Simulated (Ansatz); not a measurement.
Working through a geometry optimisation of C2H9NOSi, SMILES C[SiH](N)CO

Computed with Ansatz 0.2.0 through its Python package.

The cells in order, each with its output:

In [1]:
```python
import ansatz as az
from ase import Atoms
import numpy as np
import pandas as pd
```

In [2]:
```python
atoms = Atoms(['C', 'Si', 'N', 'C', 'O', 'H', 'H', 'H', 'H', 'H', 'H', 'H', 'H', 'H'], positions=[
    (-1.6301, 0.6659, -0.0282),
    (-0.2689, -0.475, -0.199),
    (0.1037, -1.1182, 1.3241),
    (1.3454, 0.3823, -0.9093),
    (1.9948, 1.2276, -0.0331),
    (-1.4184, 1.5731, 0.6018),
    (-2.5316, 0.2245, 0.3942),
    (-1.9272, 1.1285, -1.0237),
    (-0.6493, -1.6211, -0.9774),
    (0.7609, -1.9155, 1.2376),
    (-0.7138, -1.4999, 1.7918),
    (1.9927, -0.3917, -1.2219),
    (0.9455, 0.989, -1.8),
    (1.9831, 0.8013, 0.8719),
])
geometry = az.Crystal.molecule_from_ase(atoms)
```

In [3]:
```python
setup = (
    geometry.calculation()
    .basis(gaussian='cc-pVDZ')
    .functional('b3lyp')
)
symbols = [site.symbol for site in geometry.cartesian_sites]
start = np.array([site.position_ang for site in geometry.cartesian_sites], dtype=float)
def progress(event):
    if event['event'] == 'relax_step':
        row = event['data']
        print(f'step {row["step"]:3d}  E = {row["lagrangian_ev"]:.6f} eV  max force {row["allowed_force_max_ev_ang"]:.4f} eV/A')
```

In [4]:
```python
r = setup.relax(force_tolerance=0.02).session().plan().execute(on_event=progress).report
end = np.array(r['positions_ang'])
```
```text
step   1  E = -13636.142407 eV  max force 2.9989 eV/A
step   2  E = -13636.699181 eV  max force 1.2426 eV/A
step   3  E = -13636.801683 eV  max force 0.4083 eV/A
step   4  E = -13636.812055 eV  max force 0.1166 eV/A
step   5  E = -13636.815224 eV  max force 0.0846 eV/A
step   6  E = -13636.815947 eV  max force 0.0402 eV/A
step   7  E = -13636.816204 eV  max force 0.0133 eV/A
```

In [5]:
```python
print(f'E = {r["free_energy_ev"]:.6f} eV = {r["free_energy_ev"] / 27.211386246:.7f} Ha')
print('converged:', r['converged'], ' doubts:', r['published_state_doubts'] or 'none')
```
```text
E = -13636.816466 eV = -501.1437617 Ha
converged: True  doubts: none
```

In [6]:
```python
print('bond        before    after (A)')
for i, j in [(0, 1), (0, 5), (0, 6), (0, 7), (1, 2), (1, 3), (1, 8), (2, 9), (2, 10), (3, 4), (3, 11), (3, 12), (4, 13)]:
    d0, d1 = (np.linalg.norm(xyz[i] - xyz[j]) for xyz in (start, end))
    print(f'{symbols[i]}{i}-{symbols[j]}{j}'.ljust(10), f'{d0:8.4f} {d1:8.4f}')
```
```text
bond        before    after (A)
C0-Si1       1.7843   1.8838
C0-H5        1.1246   1.1021
C0-H6        1.0890   1.1028
C0-H7        1.1372   1.1025
Si1-N2       1.6948   1.7766
Si1-C3       1.9610   1.9063
Si1-H8       1.4367   1.5061
N2-H9        1.0369   1.0206
N2-H10       1.0162   1.0201
C3-O4        1.3798   1.4314
C3-H11       1.0563   1.1119
C3-H12       1.1495   1.1038
O4-H13       1.0004   0.9746
```

In [7]:
```python
charges = r['charge_distribution']
table = pd.DataFrame({'atom': symbols, 'mulliken': charges['mulliken_charges_e'], 'lowdin': charges['lowdin_charges_e']})
print(table.round(3).to_string())
print('dipole (e A):', np.round(charges['dipole_moment_e_ang'], 4) + 0.0)
with open('c2h9nosi_opt.xyz', 'w') as handle:
    handle.write(f'{len(symbols)}\nrelaxed C2H9NOSi\n')
    handle.writelines(f'{s:2s} {x:11.6f} {y:11.6f} {z:11.6f}\n' for s, (x, y, z) in zip(symbols, end))
```
```text
   atom  mulliken  lowdin
0     C    -0.179  -0.082
1    Si     0.386   0.055
2     N    -0.310   0.105
3     C     0.027  -0.134
4     O    -0.284   0.174
5     H     0.048   0.025
6     H     0.032   0.019
7     H     0.039   0.024
8     H    -0.114  -0.083
9     H     0.092  -0.006
10    H     0.093  -0.010
11    H     0.008  -0.007
12    H     0.023   0.001
13    H     0.139  -0.082
dipole (e A): [-0.2885 -0.4069  0.1474]
```

File `c2h9nosi_opt.xyz` afterwards:
```text
14
relaxed C2H9NOSi
C    -1.674967    0.712985   -0.042072
Si   -0.275953   -0.518066   -0.317478
N     0.240763   -1.097863    1.280350
C     1.312048    0.339657   -0.931190
O     1.813591    1.154971    0.133062
H    -1.308030    1.569782    0.546016
H    -2.525089    0.256624    0.491914
H    -2.051128    1.095637   -1.005214
H    -0.715072   -1.607745   -1.259904
H     0.816659   -1.940456    1.285665
H    -0.498284   -1.224527    1.971988
H     2.065499   -0.402637   -1.274163
H     1.114825    0.997911   -1.795027
H     1.671938    0.634526    0.944855
```

Reading the output:
- Total energies depend on the basis set; only differences at equal settings carry meaning.
- The end point is the stationary point reached from this start; no frequency run checks that it is a minimum, and the basis set is modest.
- The Löwdin charges here are taken after orthogonalising the functions within each atom; they differ from plain Löwdin charges, and their signs can be unphysical.
- b3lyp holds the VWN-RPA fit, as in Gaussian; the form of ORCA and Turbomole is b3lyp5.
- It ran for 100 s on 1 thread of Arm Neoverse N1, with other jobs on the host, peak memory 0.39 GiB.

(Lines on the test bed's own set-up are left out of the output.)
